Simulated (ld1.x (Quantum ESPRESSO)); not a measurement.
# Pseudopotential generation for F: ultrasoft, LDA (PZ)

Do these settings give a usable potential? It is generated, then checked for transferability, scattering, ghosts and hardness.

Method: ld1.x (Quantum ESPRESSO) 7.5, LDA (PZ), non-relativistic.

## Step 1: The atom and the settings

The settings as typed:

- element: fluorine (F, Z = 9)
- type: ultrasoft
- frozen core: [He]
- valence charge: 7
- reference configuration: 2s2 2p5
- partial waves: 2s (bound): rcut 0.65, rcutus 0.70 bohr; 2s channel at -0.15 Ry: rcut 0.65, rcutus 0.70 bohr; 2p (bound): rcut 1.00, rcutus 1.25 bohr; 2p channel at -0.45 Ry: rcut 1.00, rcutus 1.25 bohr; 3d channel at -0.05 Ry: rcut 0.90, rcutus 1.25 bohr; 3d channel at 1.9 Ry: rcut 0.90, rcutus 1.25 bohr
- local potential: all-electron potential smoothed inside 1.10 bohr (lloc = -1)
- core correction: Bessel-smoothed model core inside 0.65 bohr
- augmentation charge: PSQ, inside the norm-conserving radii

The outer shells as boxes (Hund's rule for the drawing; the calculation is spin-unpolarised):

```
[He] core
2s [↑↓]
2p [↑↓][↑↓][↑ ]
```

## Step 2: Generating the potential

F.in

```
 &input
   title='F', zed=9., rel=0, dft='PZ', iswitch=3,
   config='[He] 2s2 2p5 3d-2',
   nld=3, rlderiv=1.35, eminld=-4.0, emaxld=5.0, deld=0.02
 /
 &inputp
   pseudotype=3, tm=.true., lloc=-1, rcloc=1.10,
   nlcc=.true., new_core_ps=.true., rcore=0.65,
   which_augfun='PSQ', rmatch_augfun_nc=.true.,
   file_pseudopw='F.UPF', file_wfcaegen='ae.wfc', file_wfcncgen='nc.wfc', file_beta='beta', file_chi='chi', file_wfcusgen='us.wfc'
 /
6
2S  1  0   2.00   0.00  0.65  0.70  0.0
2S  1  0   0.00  -0.15  0.65  0.70  0.0
2P  2  1   5.00   0.00  1.00  1.25  0.0
2P  2  1   0.00  -0.45  1.00  1.25  0.0
3D  3  2  -2.00  -0.05  0.90  1.25  0.0
3D  3  2  -2.00   1.90  0.90  1.25  0.0
 &test
   configts(1)='2s2 2p5'
 /
```

Run with:

```console
$ ld1.x < F.in > F.out
```

The output, F.out (without the banner and most projector matrices):

```text
     Program LD1 v.7.5
     --------------------------- All-electron run ----------------------------

     F

     atomic number is  9.00
     dft =PZ   lsd =0 sic =0 latt =0  beta=0.20 tr2=1.0E-14
     Exchange-correlation= PZ
                           (   1   1   0   0   0   0   0)
     mesh =1105 r(mesh) =  99.76081 a.u. xmin = -7.00 dx = 0.01250
     1 Ry =  13.60569312 eV

     n l     nl                  e(Ry)          e(Ha)          e(eV)
     1 0     1S 1( 2.00)       -48.3801       -24.1900      -658.2447
     2 0     2S 1( 2.00)        -2.1732        -1.0866       -29.5679
     2 1     2P 1( 5.00)        -0.8309        -0.4154       -11.3043

     final scf error:  2.2E-15 reached in  39 iterations

     Etot =    -198.189295 Ry,     -99.094647 Ha,   -2696.502724 eV

     Ekin =     197.344485 Ry,      98.672242 Ha,    2685.008498 eV
     Encl =    -475.358722 Ry,    -237.679361 Ha,   -6467.584895 eV
     Eh   =      99.057948 Ry,      49.528974 Ha,    1347.752037 eV
     Exc  =     -19.233005 Ry,      -9.616503 Ha,    -261.678364 eV

     normalization and overlap integrals

     s(1S/1S) =  1.000000  <r> =   0.1775  <r2> =    0.0425  r(max) =   0.1154
     s(2S/2S) =  1.000000  <r> =   1.0115  <r2> =    1.2493  r(max) =   0.7713
     s(2P/2P) =  1.000000  <r> =   1.1047  <r2> =    1.6357  r(max) =   0.7066

     ------------------------ End of All-electron run ------------------------

     --------------------- Generating US pseudopotential ---------------------

      Generating local potential from pseudized AE potential:
      Matching radius rcloc =   1.1000

      Local pseudo, rcloc= 1.108 Estimated cut-off energy=    20.09 Ry

      Computing core charge for nlcc:

       r > 0.66 : true rho core
      Core charge pseudized with two Bessel functions
      Integrated core pseudo-charge :   0.15
      Wfc-us  2S rcutus= 0.707  Estimated cut-off energy=    87.28 Ry
      Wfc-us  2S rcutus= 0.707  Estimated cut-off energy=    90.54 Ry
      Wfc-us  2P rcutus= 1.256  Estimated cut-off energy=    49.67 Ry
      Wfc-us  2P rcutus= 1.256  Estimated cut-off energy=    51.53 Ry
      Wfc-us  3D rcutus= 1.256  Estimated cut-off energy=    64.13 Ry
      Wfc-us  3D rcutus= 1.256  Estimated cut-off energy=    65.89 Ry

     Q pseudized with Bessel functions
     Expected ecutrho=     764.5231 due to l1=  0   l2=  2

     ------------------- End of pseudopotential generation -------------------

     [... the all-electron block is printed once more ...]


     Computing logarithmic derivative in   1.34520
     Computing logarithmic derivative in   1.34520
     Computing the partial wave expansion
     R is outside the sphere for l=    0 j= 0.00
     R is outside the sphere for l=    0 j= 0.00
     R is outside the sphere for l=    1 j= 0.00
     R is outside the sphere for l=    1 j= 0.00
     R is outside the sphere for l=    2 j= 0.00
     R is outside the sphere for l=    2 j= 0.00

     ---------------------- Testing the pseudopotential ----------------------

     F

     atomic number is  9.00   valence charge is  7.00
     dft =PZ   lsd =0 sic =0 latt =0  beta=0.20 tr2=1.0E-14
     mesh =1105 r(mesh) =  99.76081 xmin = -7.00 dx = 0.01250

     n l     nl             e AE (Ry)        e PS (Ry)    De AE-PS (Ry)
     1 0     2S   1( 2.00)       -2.17320       -2.17320       -0.00000
     2 1     2P   1( 5.00)       -0.83085       -0.83085       -0.00000

     eps = 3.2E-16  iter =  3

     Etot =    -198.189295 Ry,     -99.094647 Ha,   -2696.502724 eV
     Etotps =   -48.328513 Ry,     -24.164257 Ha,    -657.542924 eV

     Ekin =      21.608900 Ry,      10.804450 Ha,     294.004069 eV
     Encl =    -107.151928 Ry,     -53.575964 Ha,   -1457.876250 eV
     Ehrt =      42.272957 Ry,      21.136478 Ha,     575.152874 eV
     Ecxc =      -9.093908 Ry,      -4.546954 Ha,    -123.728916 eV
     (Ecc =      -0.160164 Ry,      -0.080082 Ha,      -2.179141 eV)
     Epseu=       4.035465 Ry,       2.017733 Ha,      54.905300 eV

     ---------------------- End of pseudopotential test ----------------------
```

Wall time 0.96 s (1 thread, shared host). (Generation and the later configuration tests together.)

Partial waves on a coarse radial grid (AE all-electron, PS pseudo):

```
r (bohr)   2p AE   2p PS
   0.062  0.0625  0.0125
   0.125  0.1960  0.0499
   0.188  0.3468  0.1097
   0.250  0.4870  0.1865
   0.312  0.6082  0.2761
   0.375  0.7081  0.3744
   0.438  0.7846  0.4741
   0.500  0.8389  0.5678
   0.562  0.8750  0.6523
   0.625  0.8960  0.7249
   0.688  0.9040  0.7813
   0.750  0.9017  0.8198
   0.812  0.8915  0.8418
   0.875  0.8749  0.8485
   0.938  0.8537  0.8420
   1.000  0.8294  0.8255
   1.062  0.8027  0.8022
   1.125  0.7741  0.7743
   1.188  0.7445  0.7446
   1.250  0.7149  0.7149
   1.312  0.6853  0.6853
   1.375  0.6554  0.6554
   1.438  0.6259  0.6259
   1.500  0.5976  0.5976
   1.562  0.5699  0.5699
   1.625  0.5427  0.5427
```

## Step 3: Testing the new file in other configurations

F.test.in

```
 &input
   title='F', zed=9., rel=0, dft='PZ', iswitch=2,
   config='[He] 2s2 2p5 3d-2'
 /
 &test
   file_pseudo='F.UPF', nconf=10,
   configts(1)='2s2 2p5',
   configts(2)='2s2 2p4',
   configts(3)='2s2 2p3',
   configts(4)='2s2 2p2',
   configts(5)='2s2 2p1',
   configts(6)='2s1 2p5',
   configts(7)='2s2 2p5.3',
   configts(8)='2s1 2p6',
   configts(9)='2s2 2p5', lsdts(9)=1,
   configts(10)='2s2 2p4', lsdts(10)=1
 /
```

Run with:

```console
$ ld1.x < F.test.in > F.test.out
```

F.test.out, the pseudopotential blocks:

```text
     ---------------------- Testing the pseudopotential ----------------------

     F

     atomic number is  9.00   valence charge is  7.00
     dft =PZ   lsd =0 sic =0 latt =0  beta=0.20 tr2=1.0E-14
     mesh =1105 r(mesh) =  99.76081 xmin = -7.00 dx = 0.01250

     n l     nl             e AE (Ry)        e PS (Ry)    De AE-PS (Ry)
     1 0     2S   1( 2.00)       -2.17320       -2.17320       -0.00000
     2 1     2P   1( 5.00)       -0.83085       -0.83085       -0.00000

     eps = 3.1E-16  iter =  3

     Etot =    -198.189295 Ry,     -99.094647 Ha,   -2696.502724 eV
     Etotps =   -48.328513 Ry,     -24.164257 Ha,    -657.542924 eV

     Ekin =      21.608900 Ry,      10.804450 Ha,     294.004069 eV
     Encl =    -107.151928 Ry,     -53.575964 Ha,   -1457.876250 eV
     Ehrt =      42.272957 Ry,      21.136478 Ha,     575.152874 eV
     Ecxc =      -9.093908 Ry,      -4.546954 Ha,    -123.728916 eV
     (Ecc =      -0.160164 Ry,      -0.080082 Ha,      -2.179141 eV)
     Epseu=       4.035465 Ry,       2.017733 Ha,      54.905300 eV

     ---------------------- End of pseudopotential test ----------------------

     ---------------------- Testing the pseudopotential ----------------------

     F

     [...]
     n l     nl             e AE (Ry)        e PS (Ry)    De AE-PS (Ry)
     1 0     2S   1( 2.00)       -3.45334       -3.45310       -0.00024
     2 1     2P   1( 4.00)       -2.09212       -2.09085       -0.00127

     eps = 6.3E-16  iter = 11

     Etot =    -196.751185 Ry,     -98.375593 Ha,   -2676.936245 eV
     Etotps =   -46.890950 Ry,     -23.445475 Ha,    -637.983871 eV
     dEtot_ae =       1.438110 Ry
     dEtot_ps =       1.437564 Ry,   Delta E=       0.000546 Ry

     [...]
     ---------------------- End of pseudopotential test ----------------------
```

8 tests gave no usable energy difference (2s2 2p3; 2s2 2p2; 2s2 2p1; 2s1 2p5; others); the test run stopped with "negative rho".

Excitation and ionisation energies from 2s2 2p5, with the error of the potential.

```csv
valence configuration,charge,ΔE all-electron (eV),error AE − PS (meV)
2s2 2p4,+1,19.566,+7.4
```

## Step 4: Scattering by logarithmic derivatives

Taken from the files of the generation run. The phase is arctan(r·u′/u) with u = r·R, unwrapped, with energies in Ry. A pole is an energy at which the radial function vanishes at the test radius. The pseudo phase is shifted by a multiple of π to meet the all-electron one at the reference energy. Levels narrower than the energy grid can be missing from the poles. The last column is the largest difference on the grid between −1 and +1 Ry.

| channel | radius (bohr) | reference (Ry) | poles AE | poles PS | window around the reference with phases within 0.05 rad (Ry) | largest difference near zero (rad) |
| --- | --- | --- | --- | --- | --- | --- |
| s | 1.34 | -2.17 | 0.07 | 0.07 | the whole range | 0.000 |
| p | 1.34 | -0.83 | 1.09 | 1.10 | the whole range | 0.000 |
| d | 1.34 | -0.05 | none | none | the whole range | 0.000 |

Phases (rad) along the scan:

```
E (Ry)    p AE    p PS    s AE    s PS
 -4.00   1.118   1.119   0.778   0.778
 -3.52   1.065   1.065   0.510   0.510
 -3.04   0.989   0.989   0.031   0.031
 -2.56   0.871   0.871  -0.578  -0.578
 -2.08   0.664   0.665  -1.010  -1.010
 -1.60   0.268   0.269  -1.250  -1.250
 -1.12  -0.384  -0.384  -1.390  -1.390
 -0.64  -0.949  -0.949  -1.481  -1.481
 -0.16  -1.254  -1.254  -1.545  -1.545
  0.32  -1.421  -1.421  -1.594  -1.594
  0.80  -1.524  -1.524  -1.634  -1.634
  1.28  -1.596  -1.596  -1.668  -1.668
  1.76  -1.652  -1.651  -1.699  -1.699
  2.24  -1.698  -1.698  -1.727  -1.727
  2.72  -1.740  -1.739  -1.755  -1.755
  3.20  -1.779  -1.778  -1.782  -1.782
  3.68  -1.819  -1.816  -1.811  -1.811
  4.16  -1.860  -1.857  -1.841  -1.842
  4.64  -1.906  -1.900  -1.875  -1.875
```

## Step 5: Cutoff and ghost test in a Bessel basis

This step uses the generator's waves and projectors in a separate script. Basis: spherical Bessel functions vanishing at 20 bohr, q² up to the cutoff; potential fixed at the reference.

All-electron valence levels (Ry): 2s -2.1732, 2p -0.8308. The lowest levels of each channel (Ry) by cutoff; the last column sums, over occupied levels, occupation times the distance from the level at 400 Ry. A positive value at high cutoff is not a bound level.

```
cutoff (Ry)     s #1     p #1    d #1    f #1  Σ f·Δε (mRy)
          8  -1.9948   0.0209  0.0806  0.1210        4615.9
         15  -2.1349   0.0175  0.0806  0.1210        4318.5
         21  -2.1446   0.0116  0.0806  0.1210        4269.7
         35  -2.1513  -0.7941  0.0806  0.1210         227.6
         50  -2.1657  -0.8303  0.0806  0.1210          18.1
         60  -2.1699  -0.8304  0.0806  0.1210           9.1
         70  -2.1720  -0.8306  0.0806  0.1210           4.1
         90  -2.1729  -0.8308  0.0806  0.1210           1.1
        100  -2.1729  -0.8308  0.0806  0.1210           1.0
        120  -2.1729  -0.8308  0.0806  0.1210           0.8
        400  -2.1733  -0.8309  0.0806  0.1210           0.0
```

The sum stays within 10 mRy from 60 Ry and within 1 mRy from 100 Ry. The sum leaves out empty levels, which can need more. Ghost test: no level below the all-electron spectrum of its channel (s, p, d, f tested).

## Step 6: Results

| quantity | value |
| --- | --- |
| cutoffs for 10 and 1 mRy, occupied levels | 60 Ry and 100 Ry |
| bound ghosts | none found |
| largest test error (AE − PS) | +7.4 meV, for 2s2 2p4 (8 tests unsolved) |
| largest phase difference near zero energy, channels read | 0.000 rad |
| lowest eigenvalue of the overlap (Bessel basis) | 0.705 (s) |
| density cutoff estimated by the generator | 765 Ry |

**Reading.** The worst unpolarised test, 2s2 2p4, is off by 7.4 meV on 19.6 eV; by total energies transferability rates as good where solved. The test run broke off, so later configurations gave nothing; the verdict rests on few tests. By its cutoff, 60 Ry for the looser tolerance, it is of middling hardness. The slowest occupied level is 2s: taken alone it needs 80 Ry to come within 1 mRy, against 50 Ry for 2p. No bound ghost shows below the valence levels. Near zero energy the phases of the channels with partial waves agree within 0.001 rad.
